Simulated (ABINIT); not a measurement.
# La3Hf (Pm-3m) in ABINIT: reference runs, part 2 of 2

ABINIT 10.8.3 (patched build). Earlier steps stand in the parts before.

### 3 Single point, PBE (atoms moved at random, drawn with an rms of 0.05 Å)

Contents of run.abi:

```
# Pseudopotentials
pp_dirpath "./"
pseudos "Hf.GGA_PBE-JTH.xml, La.GGA_PBE-JTH.xml"

# Structure
acell 9.5339177426 9.5339177426 9.5339177426
rprim
     1.0000000000     0.0000000000     0.0000000000
     0.0000000000     1.0000000000     0.0000000000
     0.0000000000     0.0000000000     1.0000000000
ntypat 2
znucl 72 57
natom 4
typat 1 2 2 2
xred
     0.0030230000     0.0023620000    -0.0011200000
     0.4984000000     0.4945340000    -0.0088690000
     0.5040860000     0.0109770000     0.5004810000
    -0.0084840000     0.4939430000     0.4914090000
chkprim 0
chksymtnons 0
tolsym 1.0e-6

# Plane-wave basis
ecut 20.0
pawecutdg 40.0
pawxcdev 0

# k points
kptopt 1
ngkpt 5 5 5
nshiftk 1
shiftk 0.0 0.0 0.0

# Exchange and correlation
ixc 11

# Bands and occupations
nband 30
occopt 3
tsmear 0.00183747

# SCF cycle
nstep 100
tolvrs 1.0e-9

# Output
iomode 3
prtwf 0
prteig 0
prtebands 0
enunit 2
prtden 1
prtvha 1
prtvclmb 1
prtpot 1
```

Potentials or basis: JTH PAW PBE v2.0.

The run is started by

```console
> abinit run.abi > log 2>&1
```

run.abo:

```text
.Version 10.8.3 of ABINIT
 Symmetries : space group P1 (#  1); Bravais aP (primitive triclinic)
================================================================================
 Values of the parameters that define the memory need of the present run
     intxc =       0    ionmov =       0      iscf =      17    lmnmax =      32
     lnmax =       8     mgfft =      40  mpssoang =       4    mqgrid =    3001
     natom =       4  nloc_mem =       2    nspden =       1   nspinor =       1
    nsppol =       1      nsym =       1    n1xccc =       1    ntypat =       2
    occopt =       3   xclevel =       2
       mpw =        3731          nfft =       64000          nkpt =          63
 PAW method is used; the additional fine FFT grid is defined by:
   mgfftf=        60    nfftf =    216000
================================================================================
================================================================================

--------------------------------------------------------------------------------
------------- Echo of variables that govern the present computation ------------
--------------------------------------------------------------------------------
 -outvars: echo values of preprocessed input variables --------
            acell      9.5339177426E+00  9.5339177426E+00  9.5339177426E+00 Bohr
              amu      1.78490000E+02  1.38905500E+02
          chkprim           0
      chksymtnons           0
             ecut      2.00000000E+01 Hartree
           enunit           2
                       outvar_i_n : Printing only first  50 k-points.
              ixc          11
                       outvar_i_n : Printing only first  50 k-points.
         kptrlatt        5    0    0      0    5    0      0    0    5
          kptrlen      4.76695887E+01
            natom           4
            nband          30
            ngfft          40      40      40
          ngfftdg          60      60      60
             nkpt          63
            nstep         100
             nsym           1
           ntypat           2
                       prtocc : prtvol=0, do not print more k-points.
           occopt           3
        pawecutdg      4.00000000E+01 Hartree
         pawxcdev           0
        prtebands           0
           prteig           0
           prtpot           1
         prtvclmb           1
           prtvha           1
[... 212 lines left out ...]
 -59.17723  -29.17702  -28.83068  -28.82941  -27.74662  -27.74535  -27.74349  -13.49224
 -13.48243  -13.47066  -12.57069  -12.56086  -12.55539  -12.12279  -12.11301  -12.10754
  -0.92034    0.91776    1.34864    1.35054    1.81507    1.82793    1.82921    4.81103
   4.82408    4.84313    5.12713    5.29702    5.30177    5.30995
 prteigrs : prtvol=0 or 1, do not print more k-points.

--- !EnergyTerms
iteration_state     : {dtset: 1, }
comment             : Components of total free energy in Hartree
kinetic             :  3.49862832105705E+01
hartree             :  1.79753878762583E+01
xc                  : -4.05353481462757E+01
Ewald energy        : -1.21769305665508E+02
psp_core            :  1.47203486755491E+01
local_psp           : -3.55136261494033E+01
PAW spherical_terms : -1.58872491868110E+01
internal            : -1.46023509385620E+02
'-kT*entropy'       : -1.69828558031378E-03
total_energy        : -1.46025207671200E+02
total_energy_eV     : -3.97354832759062E+03
...

--- !EnergyTermsDC
iteration_state     : {dtset: 1, }
comment             : '"Double-counting" decomposition of free energy'
band_energy         : -2.42382245030195E+01
Ewald energy        : -1.21769305665508E+02
psp_core            :  1.47203486755491E+01
xc_dc               : -2.91348343165353E+01
PAW spherical_terms :  1.43985055774321E+01
internal            : -1.46023510232081E+02
'-kT*entropy'       : -1.69828558031378E-03
total_energy_dc     : -1.46025208517662E+02
total_energy_dc_eV  : -3.97354835062400E+03
...

--- !EnergyTermsWithPAWCore
iteration_state     : {dtset: 1, }
comment             : 'Components of total free energy, including PAW core contributions'
Total energy        : -4.05588461682569E+04
Total energy DC     : -4.05588461691033E+04
Total energy (eV)   : -1.10366242877576E+06
Total energy DC (eV): -1.10366242879880E+06
...

 Cartesian components of stress tensor (hartree/bohr^3)
  sigma(1 1)= -3.24044537E-06  sigma(3 2)= -1.21816196E-06
  sigma(2 2)= -5.32467004E-06  sigma(3 1)= -6.91183817E-07
  sigma(3 3)= -3.52619569E-06  sigma(2 1)= -1.16919821E-06

-Cartesian components of stress tensor (GPa)         [Pressure=  1.1858E-01 GPa]
- sigma(1 1)= -9.53371942E-02  sigma(3 2)= -3.58395621E-02
- sigma(2 2)= -1.56657201E-01  sigma(3 1)= -2.03353300E-02
- sigma(3 3)= -1.03744259E-01  sigma(2 1)= -3.43989991E-02

== END DATASET(S) ==============================================================
================================================================================

 -outvars: echo values of variables after computation  --------
            acell      9.5339177426E+00  9.5339177426E+00  9.5339177426E+00 Bohr
           etotal     -1.4602520852E+02
            fcart     -1.0999571959E-03 -1.3489017137E-03 -1.1518264351E-03
                      -3.5547701721E-04  3.4479431660E-03  1.9889326884E-03
                      -2.3048167781E-03 -5.8018092948E-03 -1.9510598171E-03
                       3.7602509912E-03  3.7027678426E-03  1.1139535638E-03
           strten     -3.2404453669E-06 -5.3246700377E-06 -3.5261956885E-06
                      -1.2181619556E-06 -6.9118381679E-07 -1.1691982144E-06
           xangst      1.5251434026E-02  1.1916601776E-02 -5.6505478362E-03
                       2.5144937871E+00  2.4949893068E+00 -4.4745275678E-02
                       2.5431804076E+00  5.5380413927E-02  2.5249927068E+00
                      -4.2802899859E-02  2.4920076338E+00  2.4792232693E+00
             xred      3.0230000000E-03  2.3620000000E-03 -1.1200000000E-03
                       4.9840000000E-01  4.9453400000E-01 -8.8690000000E-03
                       5.0408600000E-01  1.0977000000E-02  5.0048100000E-01
                      -8.4840000000E-03  4.9394300000E-01  4.9140900000E-01
 Calculation completed.
```

It took 4.7 min on 1 thread of AMD EPYC 9R45 (Zen 5), shared host; peak memory 0.41 GiB.

What came out:

- Free energy: -3973.5484 eV
- Pressure: 0.1 GPa
- Largest force: 0.336 eV/Å
- Band gap on the k mesh: none (metal or under the smearing width)
- Valence electrons inside the program's atomic spheres: Hf 9.34; La 8.00

Forces on the atoms (eV/Å):
```
Hf  -0.057 -0.069 -0.059
La  -0.018  0.177  0.102
La  -0.119 -0.298 -0.100
La   0.193  0.190  0.057
```

The run has no spin-orbit coupling, so splittings on Hf, La are missing.
